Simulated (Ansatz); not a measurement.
**CH₆GeOSi: a ladder of functionals and wavefunction methods**

Aim: compute CH₆GeOSi with functionals from several rungs and with coupled cluster, and see how far each lands from CCSD(T) at the basis-set limit for the atomisation energy.

Program: Ansatz 0.2.0, Gaussian basis. Level of theory: functionals in def2-TZVPP, the program's frozen cores in correlated methods. These are calculated values, not measurements.

The runs, in order: PBE-D4, r2SCAN-D4, PBE0-D4, B3LYP-D4, ωB97X-V, ωB97M-V, B2PLYP; CCSD(T)/def2-TZVPP; MP2/def2-QZVPP; extrapolation to the limit.

**1. The geometry**

An earlier PBE0-D4 in a triple-zeta def2 set relaxation fixed the geometry.

SMILES `[SiH3][CH]1[O][GeH2]1`, 10 atoms, charge 0, spin multiplicity 1.

Atoms are counted from 1 here; the program's logs count them from 0.

Bond lengths: Si1–C2 1.870 Å, Si1–H5 1.488 Å, Si1–H6 1.487 Å, Si1–H7 1.488 Å, C2–O3 1.446 Å, C2–Ge4 1.906 Å, C2–H8 1.094 Å, O3–Ge4 1.824 Å, Ge4–H9 1.526 Å, Ge4–H10 1.525 Å. Angles: C2–Si1–H5 111.2°, C2–Si1–H6 109.1°, C2–Si1–H7 109.0°, H5–Si1–H6 108.9°, H5–Si1–H7 109.1°, H6–Si1–H7 109.6°, Si1–C2–O3 115.9°, Si1–C2–Ge4 120.9°, Si1–C2–H8 116.8°, O3–C2–Ge4 64.2°, O3–C2–H8 113.3°, Ge4–C2–H8 114.8°, C2–O3–Ge4 70.2°, C2–Ge4–O3 45.6°, C2–Ge4–H9 120.9°, C2–Ge4–H10 121.3°, O3–Ge4–H9 112.3°, O3–Ge4–H10 112.8° and more.

Geometry (Å):

```csv
atom,x (Å),y (Å),z (Å)
Si1,0.2921,1.3864,0.6690
C2,-0.7044,-0.0622,0.0322
O3,-0.5384,-1.3066,0.7498
Ge4,0.1294,-1.4741,-0.9388
H5,-0.1811,1.8143,2.0130
H6,1.7215,0.9895,0.7665
H7,0.1546,2.5247,-0.2797
H8,-1.7414,0.1395,-0.2517
H9,-0.6951,-2.4306,-1.7948
H10,1.6460,-1.6323,-0.9626
```

**2. PBE-D4 (GGA)**

Input file in.yaml:

```yaml
crystal:
  periodic: [false, false, false]
  atoms:
    - {symbol: Si, position_ang: [0.292077, 1.386421, 0.668956]}
    - {symbol: C, position_ang: [-0.704430, -0.062165, 0.032164]}
    - {symbol: O, position_ang: [-0.538446, -1.306555, 0.749806]}
    - {symbol: Ge, position_ang: [0.129438, -1.474051, -0.938777]}
    - {symbol: H, position_ang: [-0.181100, 1.814345, 2.012984]}
    - {symbol: H, position_ang: [1.721506, 0.989534, 0.766547]}
    - {symbol: H, position_ang: [0.154582, 2.524668, -0.279672]}
    - {symbol: H, position_ang: [-1.741380, 0.139544, -0.251700]}
    - {symbol: H, position_ang: [-0.695111, -2.430618, -1.794767]}
    - {symbol: H, position_ang: [1.645965, -1.632323, -0.962642]}
basis:
  gaussian: {orbitals: def2-TZVPP}
hamiltonian: {xc: pbe, dispersion: d4}
output: {forces: true, orbitals: {seedname: orbitals}}
```

On the command line:

```console
$ ansatz run in.yaml --threads 4 --pin off --events-out ev --progress --plain --max-ram 10444MiB
```

Further steps of the session: r2SCAN-D4 (meta-GGA); PBE0-D4 (hybrid); B3LYP-D4 (hybrid); ωB97X-V (range-separated); ωB97M-V (range-separated); B2PLYP (double hybrid); CCSD(T) in def2-TZVPP; MP2 in def2-QZVPP.

Before running them: what should the planned runs give, taken together? Wanted: atomisation energy, CCSD(T)/CBS; farthest; mean size of error, hybrid; mean size of error, range-separated; gap, smallest and largest; T1 diagnostic; triples share of the correlation energy.

**Answer**, as computed:

```
                               quantity                                 value
        atomisation energy, CCSD(T)/CBS                         3169.7 kJ/mol
 functionals within 31.7 kJ/mol (1.0 %)   PBE-D4, r2SCAN-D4, ωB97X-V, ωB97M-V
                               farthest                 B2PLYP (-61.7 kJ/mol)
             mean size of error, hybrid                           38.9 kJ/mol
    mean size of error, range-separated                           13.9 kJ/mol
              gap, smallest and largest  4.35 eV (PBE-D4), 10.63 eV (ωB97X-V)
                          T1 diagnostic                                0.0145
triples share of the correlation energy                                 4.0 %
```

In words: PBE-D4 misses by +14.5 kJ/mol. Double hybrids carry the basis error of their MP2 part in triple zeta, and no dispersion term here, so their miss is partly the set-up's. Misses under about 31.7 kJ/mol are within the doubt on the reference itself, which lacks core-valence correlation, relativity and higher excitations, and its outer-core shells are covered unevenly. Hartree-Fock recovers 69 % of the binding; the rest is correlation. Orbital gaps span 4.4 to 10.6 eV; exact exchange widens them. Correlated methods include outer-core shells of Ge, which these sets cover unevenly.
